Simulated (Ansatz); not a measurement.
# HfN: the cost of one run

Computed with the Python package of Ansatz 0.2.0. Level of theory: DFT PBE, plane waves, PAW.

### 1 The structure

The structure is cubic, space group Fm-3m (No. 225). The conventional cell has a = 4.512 Å, b = 4.512 Å, c = 4.512 Å, α = 90.00°, β = 90.00°, γ = 90.00°. Hf (site symmetry m-3m) has 6 N at 2.26 Å in its first shell of neighbours. N (site symmetry m-3m) is surrounded by 6 Hf at 2.26 Å.

The script holds or builds the structure itself.

### 2 The script

eos_hfn.py

```python
"""Equation of state of HfN."""

import warnings

import ansatz as az
import numpy as np
from pymatgen.analysis.eos import EOS

XC = "PBE"
ECUT = 450
OCCUPATIONS = "methfessel_paxton"
KGRID = (13, 13, 13)

VECTORS = np.array([
    [0.0, 2.256, 2.256],
    [2.256, 0.0, 2.256],
    [2.256, 2.256, 0.0],
])
SITES = [
    ("Hf", [0.0, 0.0, 0.0]),
    ("N", [0.5, 0.5, 0.5]),
]


def crystal_on(cell):
    crystal = az.Crystal(lattice=az.Lattice.of(cell))
    for symbol, position in SITES:
        crystal = crystal.atom(symbol, position)
    return crystal


def main() -> None:
    warnings.simplefilter("ignore", az.DeckWarning)

    # uniform scaling of the cell
    volumes, energies = [], []
    for scale in np.linspace(0.88, 1.12, 7):
        cell = VECTORS * scale ** (1 / 3)
        setup = crystal_on(cell).calculation().functional(XC).basis(ECUT).occupations(OCCUPATIONS).kpoints(*KGRID)
        report = setup.run(threads=1).report
        volumes.append(abs(np.linalg.det(cell)) / len(SITES))
        energies.append(report["free_energy_ev"] / len(SITES))
        print(f"V = {volumes[-1]:8.4f} A^3/atom  F = {energies[-1]:.5f} eV/atom")

    for form in ["murnaghan"]:
        fit = EOS(eos_name=form).fit(volumes, energies)
        print(f"{form:18s} V0 {fit.v0:8.4f} A^3/atom  B0 {fit.b0_GPa:7.1f} GPa  B1 {fit.b1:5.2f}")


if __name__ == "__main__":
    main()
```

### 3 The input behind the calls

The engine receives this input (first run):

```yaml
crystal:
  lattice:
    - [0.0, 2.161888639506728, 2.161888639506728]
    - [2.161888639506728, 0.0, 2.161888639506728]
    - [2.161888639506728, 2.161888639506728, 0.0]
  atoms:
    - { symbol: Hf, position: [0.0, 0.0, 0.0] }
    - { symbol: "N", position: [0.5, 0.5, 0.5] }
basis:
  ecutwfc: 450.0
kpoints:
  mp_grid:
    grid: [13, 13, 13]
hamiltonian:
  xc: pbe
scf:
  occupations:
    method: methfessel_paxton
```

### 4 Running it

Started as:

```bash
$ python eos_hfn.py
```

What time and memory should one allow on 1 thread of Arm Neoverse V1, shared host?

About 16 s, with a peak of 0.47 GiB.
